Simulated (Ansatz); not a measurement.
# SrCrF6: one geometry, two states

Aim: solve SrCrF6 (a database structure at a slightly changed volume) from each of its saved states, at one geometry and mesh, and see which is lowest and how they differ.

All numbers below are computed with Ansatz 0.2.0 (DFT, r2SCAN, with U_eff = 1.52 eV on Cr d, plane waves, PAW).

## Step 1: The cell

The structure is trigonal, space group R-3m (No. 166). The conventional cell has a = 7.117 Å, b = 7.117 Å, c = 6.871 Å, α = 90.00°, β = 90.00°, γ = 120.00°. Around Sr (site symmetry -3m) lie 12 F at 2.58 to 2.93 Å. F (site symmetry m) is surrounded by 1 Cr at 1.81 Å and 1 Sr at 2.58 Å. Around Cr (site symmetry -3m) lie 6 F at 1.81 Å.

The coordinates stand in the input below.

The states: A, no atom with a moment over 0.3 μB (no spin polarisation); B, Cr8 up (collinear spin). Each run reads its own saved solution as saved_state.

## Step 2: State A: the run

Contents of input.yaml:

```yaml
crystal:
  lattice:
    - [3.55856804, 2.05453868, 2.29028818]
    - [-3.55856804, 2.05453868, 2.29028818]
    - [0.0, -4.10907737, 2.29028818]
  atoms:
    - { symbol: Sr, position: [0.5, 0.5, 0.5] }
    - { symbol: F, position: [0.263, 0.888, 0.263] }
    - { symbol: F, position: [0.263, 0.263, 0.888] }
    - { symbol: F, position: [0.888, 0.263, 0.263] }
    - { symbol: F, position: [0.737, 0.112, 0.737] }
    - { symbol: F, position: [0.112, 0.737, 0.737] }
    - { symbol: F, position: [0.737, 0.737, 0.112] }
    - { symbol: Cr, position: [0.0, 0.0, 0.0] }
kpoints:
  mp_grid: { grid: [5, 5, 5], shift: [0, 0, 0] }
magnetization:
  spin_polarized: false
scf:
  occupations: { method: fermi_dirac }
  lower_state_search: "off"
  max_iter: 200
hamiltonian:
  pseudopotentials: { kind: paw }
  xc: r2scan
  hubbard:
    projectors: all-electron-ortho-atomic
    sites: [{ species: Cr, l: d, u_eff: 1.52 }]
basis:
  ecutwfc: 500
  fft_grid_basis: typed
output:
  forces: true
  stress: true
  eigenvalues: true
  bader: true
  populations: true
  elf: true
  write_potential: true
  volumetric_format: npy
  dos:
    e_range: [-12, 8]
    de: 0.05
    projected: { site_lists: { Cr: [Cr], F: [F], Sr: [Sr] } }
  write_density: true
checkpoint:
  read: saved_state
```

Run with:

```console
$ ansatz run input.yaml --threads 1 --pin off --max-ram 2560MiB --backend cpu --events-out ev --progress --plain --runs-dir out
```

## Step 4: Run from state B

input.yaml: that of step 2 with these lines changed.

```diff
@@ -14,6 +14,17 @@
     - { symbol: Cr, position: [0.0, 0.0, 0.0] }
+  symmetry: { detect: false, time_reversal: true }
 kpoints:
   mp_grid: { grid: [5, 5, 5], shift: [0, 0, 0] }
+  band_path:
+    path:
+      - [0.0, 0.0, 0.0]
+      - [0.50000003, -1.1e-07, 8.0e-08]
+      - [0.50000022, -0.50000006, 0.49999984]
+      - [0.37377636, -0.62622392, 0.37377598]
+      - [0.37377614, 0.37377614, 0.37377614]
+      - [0.0, 0.0, 0.0]
+      - [0.50000014, -0.50000014, 0.0]
+    npoints: 11
 magnetization:
-  spin_polarized: false
+  spin_polarized: true
 scf:
```

(Steps that only read results are left out.)

**Question.** What will these runs give? Wanted: for each run, free energy; largest site moment; size of the net moment; gap; pressure; largest force.

The runs gave:

```
state  free energy (meV/atom)  largest site moment (μB)  size of the net moment (μB/cell)  gap (eV)  pressure (GPa)  largest force (eV/Å)  SCF cycles
    A                   221.6                         –                                 –      0.36             1.4                  0.78           9
    B                     0.0                      1.62                              2.00      0.98             2.2                  1.11          11
```

State B wins by 221.6 meV per atom over A. Gaps that take in a band path and gaps read on the mesh alone aren't sampled alike. At the same volume their pressures differ by 0.8 GPa, the state with the larger moments having the higher pressure, so it wants the larger volume. Not all runs allow spin: where it is off, the gap in energy is mostly the cost of forbidding moments, not two ends of one search.

Limits of this run: a band edge lies within two smearing widths of the Fermi level.
